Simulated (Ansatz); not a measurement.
# C: the cost of one run

Program: Ansatz 0.2.0. Level of theory: DFT LDA, scalar-relativistic, plane waves, PAW, and further levels as typed in the inputs. These are calculated values, not measurements.

## Step 1: The starting structure

Symmetry: P-6m2, No. 187, hexagonal system. Conventional cell: a = 2.461 Å, b = 2.461 Å, c = 24.708 Å, α = 90.00°, β = 90.00°, γ = 120.00°. C (site symmetry 3m) is surrounded by 3 C at 1.42 Å. Around C (site symmetry -6m2) lie 3 C at 1.42 Å.

Coordinates:

```cif
data_structure
_symmetry_space_group_name_H-M 'P 1'
_symmetry_Int_Tables_number 1
_cell_length_a 2.4610
_cell_length_b 2.4610
_cell_length_c 24.7080
_cell_angle_alpha 90.000
_cell_angle_beta 90.000
_cell_angle_gamma 120.000
_cell_volume 129.60
loop_
_atom_site_label
_atom_site_type_symbol
_atom_site_fract_x
_atom_site_fract_y
_atom_site_fract_z
_atom_site_occupancy
C1 C 0.00000 0.00000 0.36425 1
C2 C 0.33333 0.66667 0.36425 1
C3 C 0.00000 0.00000 0.50000 1
C4 C 0.66667 0.33333 0.50000 1
C5 C 0.00000 0.00000 0.63575 1
C6 C 0.33333 0.66667 0.63575 1
```

## Step 2: Single point: C6 sheet, no spin

Contents of input.yaml:

```yaml
crystal:
  lattice:
    - [2.461, 0.0, 0.0]
    - [-1.2305, 2.1312885187, 0.0]
    - [0.0, 0.0, 24.708]
  atoms:
    - { symbol: C, position: [0.0, 0.0, 0.3642544925] }
    - { symbol: C, position: [0.3333333333, 0.6666666667, 0.3642544925] }
    - { symbol: C, position: [0.0, 0.0, 0.5] }
    - { symbol: C, position: [0.6666666667, 0.3333333333, 0.5] }
    - { symbol: C, position: [0.0, 0.0, 0.6357455075] }
    - { symbol: C, position: [0.3333333333, 0.6666666667, 0.6357455075] }
  periodic: [true, true, false]
scf:
  occupations: { method: gaussian, width: 0.02 }
  n_extra_bands: 12
output:
  eigenvalues: true
  write_density: true
  write_potential: true
  elf: true
  volumetric_format: npy
kpoints:
  mp_grid: { grid: [24, 24, 1] }
hamiltonian:
  xc: lda
```

Launch:

```console
$ ansatz run input.yaml --threads 8 --pin off --max-ram 24576MiB --backend cpu --events-out ev --progress --plain --runs-dir out
```

Q: Estimate wall time and peak memory on 8 threads of Arm Neoverse V1, shared host.

About 6.8 s, with a peak of 0.72 GiB.
